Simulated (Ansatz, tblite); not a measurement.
**The cluster Si₅Ge₃: rung by rung**

One table from this session's results is given with a row withheld; the runs are named, their logs left out.

Method: as each input shows; program: Ansatz 0.2.0, Gaussian basis.

The runs, in order: GFN1-xTB, GFN2-xTB, PBE-D4/def2-TZVP, r2SCAN-D4/def2-TZVP, B2PLYP/def2-TZVP, BHLYP-D4/def2-TZVP, PBE-D4/def2-SVP, PBE0-D4/def2-SVP, HF/STO-3G, HF/6-31G, B3LYP-D4/6-31G, PBE0-D4/def2-TZVPD, PBE-D4/def2-TZVPD, B2PLYP/def2-TZVPD, CCSD(T)/def2-SVP, MP2/def2-TZVP, RPA/def2-TZVP.

8 further runs of the same task are left out: 5 that didn't finish, 3 set aside as unsound or not needed. Runs told in other sessions of the task aren't counted.

### The structure

The singlet was relaxed beforehand with r2SCAN-D4/def2-SVP. At that level it is the lowest of the isomers that a small search found.

8 atoms, charge 0, spin multiplicity 1.

Bond lengths: Si1–Si2 2.410 Å, Si1–Si4 2.385 Å, Si1–Si5 2.521 Å, Si1–Ge7 2.618 Å, Si1–Ge8 2.368 Å, Si2–Si3 2.501 Å, Si2–Ge6 2.514 Å, Si3–Si4 2.536 Å, Si3–Si5 2.423 Å, Si3–Ge6 2.371 Å, Si3–Ge7 2.464 Å, Si4–Ge6 2.533 Å, Si5–Ge8 2.521 Å. Angles: Si2–Si1–Si4 72.9°, Si2–Si1–Si5 63.2°, Si2–Si1–Ge7 112.4°, Si2–Si1–Ge8 122.3°, Si4–Si1–Si5 113.4°, Si4–Si1–Ge7 84.8°, Si4–Si1–Ge8 147.4°, Si5–Si1–Ge7 70.0°, Si5–Si1–Ge8 62.0°, Ge7–Si1–Ge8 62.9°, Si1–Si2–Si3 66.4°, Si1–Si2–Ge6 105.0°, Si3–Si2–Ge6 56.4°, Si2–Si3–Si4 68.9°, Si2–Si3–Si5 63.3° and more.

PBE0-D4/def2-TZVP was run before; its log isn't repeated, and its numbers join the tables.

Set-up of the first run:

Tight binding, by tblite at 300 K electronic temperature and without a spin-polarisation term:

```python
tblite.interface.Calculator('GFN1-xTB', numbers, positions, charge=0, uhf=0).singlepoint()
```

Tight binding, by tblite at 300 K electronic temperature and without a spin-polarisation term:

```python
tblite.interface.Calculator('GFN2-xTB', numbers, positions, charge=0, uhf=0).singlepoint()
```

start.molden holds the orbitals of an earlier run on this state, given as this run's starting guess.

File in.yaml:

```yaml
crystal:
  periodic: [false, false, false]
  atoms:
    - {symbol: Si, position_ang: [0.849825, -0.438750, -0.957812]}
    - {symbol: Si, position_ang: [0.891879, -1.026309, 1.379233]}
    - {symbol: Si, position_ang: [-0.803741, 0.725007, 0.818571]}
    - {symbol: Si, position_ang: [1.538532, 1.505113, 0.240282]}
    - {symbol: Si, position_ang: [-1.229558, -1.508718, -0.017005]}
    - {symbol: Ge, position_ang: [0.695695, 1.160280, 2.603395]}
    - {symbol: Ge, position_ang: [-1.252990, 0.987189, -1.589855]}
    - {symbol: Ge, position_ang: [-0.689642, -1.403801, -2.476809]}
basis:
  gaussian: {orbitals: def2-TZVP, initial_orbitals: start.molden}
hamiltonian: {xc: pbe, dispersion: d4}
scf: {omitted_lower_state_checks: [starts]}
output: {orbitals: {seedname: orbitals}}
```

The run is started by

```bash
$ ansatz run in.yaml --threads 4 --pin off --events-out ev --progress --plain --max-ram 4787MiB
```

Among the steps run: PBE-D4/def2-TZVP; r2SCAN-D4/def2-TZVP; B2PLYP/def2-TZVP; BHLYP-D4/def2-TZVP; PBE-D4/def2-SVP; PBE0-D4/def2-SVP; HF/STO-3G; HF/6-31G; B3LYP-D4/6-31G; PBE0-D4/def2-TZVPD; PBE-D4/def2-TZVPD; B2PLYP/def2-TZVPD; CCSD(T)/def2-SVP; MP2/def2-TZVP; RPA/def2-TZVP.

One of the session's tables, all rows but one given; the rest of the session is left out.

It belongs to the step «Levels side by side». 

```
              level  HOMO (eV)  gap (eV)
          HF/STO-3G      -3.29      7.75
           HF/6-31G      -7.14      6.51
    PBE-D4/def2-SVP          ?         ?
   PBE-D4/def2-TZVP      -5.06      1.40
  PBE-D4/def2-TZVPD      -5.07      1.39
r2SCAN-D4/def2-TZVP      -5.26      1.56
     B3LYP-D4/6-31G      -5.63      2.35
   PBE0-D4/def2-SVP      -5.90      2.73
  PBE0-D4/def2-TZVP      -5.78      2.71
 PBE0-D4/def2-TZVPD      -5.78      2.71
 BHLYP-D4/def2-TZVP      -6.26      4.06
  B2PLYP/def2-TZVPD      -6.16      4.21
```

Q: Estimate the row for PBE-D4/def2-SVP from the others.

As computed: HOMO (eV): -5.16; gap (eV): 1.41. In the column «HOMO (eV)» it lies between r2SCAN-D4/def2-TZVP (-5.26) and PBE-D4/def2-TZVPD (-5.07).
